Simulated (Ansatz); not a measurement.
# AlAsH₂+ (doublet): the correlation ladder, cc-pVDZ

The task here is to estimate one member of a computed series from the others.

Computed with Ansatz 0.2.0, Gaussian basis. Level: cc-pVDZ, core rule «outside noble gas», up to 19 orbitals frozen.

The runs, in order: UHF; CCSD(T) on ROHF; CCSD(T) on UHF; BCCD(T) on ROHF; CISD; CCSDT(Q) on ROHF; CCSDT(Q) on UHF; CCSDTQ on ROHF.

9 further runs of the same task are left out: 5 for a known fault of the program, 4 set aside as unsound or not needed.

### What is computed

The geometry is a PBE0/def2-TZVP stationary point (not a proven minimum) of the parent state, kept for this charge and spin. No spin-orbit coupling is included. The filled d shell of As may be among the frozen orbitals whatever the setting's name suggests; the logs give the count.

4 atoms, charge 1, spin multiplicity 2.

Atoms are counted from 1 here; the program's logs count them from 0.

Bond lengths: Al1–As2 2.523 Å, As2–H3 1.535 Å, As2–H4 1.535 Å. Angles: Al1–As2–H3 80.9°, Al1–As2–H4 80.9°, H3–As2–H4 90.2°.

Set-up of the first run:

in.yaml

```yaml
crystal:
  periodic: [false, false, false]
  atoms:
    - {symbol: Al, position_ang: [-0.010266, 0.000001, 1.863024]}
    - {symbol: As, position_ang: [0.031352, 0.000000, -0.659252]}
    - {symbol: H, position_ang: [-1.027816, -1.087510, -0.434086]}
    - {symbol: H, position_ang: [-1.027822, 1.087503, -0.434087]}
basis:
  gaussian: {orbitals: cc-pVDZ}
total_charge: 1
magnetization: {spin_polarized: true, initial_magnetization: 1}
hamiltonian: {xc: hf}
output: {orbitals: {seedname: orbitals}}
```

Command:

```bash
> ansatz run in.yaml --threads 1 --pin off --events-out ev --progress --plain --max-ram 4096MiB --backend cpu
```

Steps of the session up to this table: UHF; CCSD(T) on ROHF; CCSD(T) on UHF; BCCD(T) on ROHF; CISD; CCSDT(Q) on ROHF; CCSDT(Q) on UHF; CCSDTQ on ROHF.

One of the session's tables, all rows but one given; the rest of the session is left out.

It belongs to the step «Misses and costs». 

```
   method  from RCCSDTQ (kJ/mol)
     ROHF                 +483.7
      UHF                 +460.8
     RMP2                      ?
     UMP2                 +106.1
     CISD                  +53.5
    RCCSD                  +18.6
    UCCSD                  +17.3
 RCCSD(T)                   +3.5
 UCCSD(T)                   +3.4
  BCCD(T)                   +3.5
   RCCSDT                   +0.9
   UCCSDT                   +0.7
RCCSDT(Q)                   +0.1
UCCSDT(Q)                   -0.1
  RCCSDTQ                      0
```

Q: Estimate the row for RMP2 from the others.

**Answer.** from RCCSDTQ (kJ/mol): +102.5. In the column «from RCCSDTQ (kJ/mol)» it lies between CISD (+53.5) and UMP2 (+106.1).

To keep in mind: Restricted and unrestricted rows rest on different reference determinants; where their highest levels disagree by more than a few hundredths of an eV, they describe different states and don't form one ladder.
